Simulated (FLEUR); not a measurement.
Crystal: NbTe.

```
Te Nb
1.0
     3.70297    0.00000    0.00000
    -1.85149    3.20687    0.00000
     0.00000    0.00000    3.69421
Te Nb
1 1
Direct
  0.66667 0.33333 0.00000
  0.00000 0.00000 0.50000
```

The cell comes from a database or a generator and needn't be the stable form of this composition.

```yaml
Program: FLEUR MaX-R8.1 (later development tree)
Task: single point
Functional: PBEsol
Potentials_or_basis: all-electron
Basis: FLAPW
Kmax: 4.32 1/bohr
k_mesh: 8 × 8 × 7
Occupations: fermi-dirac, width 0.05 eV
Spin: no spin polarisation
Gmax: 13.4 1/bohr
Muffin-tin_radii: Te 2.27, Nb 2.52 bohr
lmax: Te 9, Nb 10
lnonsphr: Te 9, Nb 10
Local_orbitals_a_species: Te 6, Nb 5
Max_iterations: 60
Mixing_factor: 0.05
Mixer: Anderson
Mixer_history: 15
```

On this cell: largest force under 0.003 eV/Å; band gap on the k mesh none (metal or under the smearing width).

The same run follows on a disturbed copy (atoms moved at random, drawn with an rms of 0.05 Å):

```xyz
2
Lattice="3.7030 0.0000 0.0000 -1.8515 3.2069 0.0000 0.0000 0.0000 3.6942" Properties=species:S:1:pos:R:3 pbc="T T T"
Te    1.8537    1.0567   -0.0208
Nb    0.0075   -0.0087    1.8724
```

Question: What changes?

Answer: The energy (extrapolated to zero smearing) moves by +5.0 meV/atom; largest force 0.429 eV/Å; band gap on the k mesh none (metal or under the smearing width).

Forces in eV/Å, atoms in the order of the input:
```
Te   0.051  0.030  0.425
Nb  -0.051 -0.030 -0.425
```
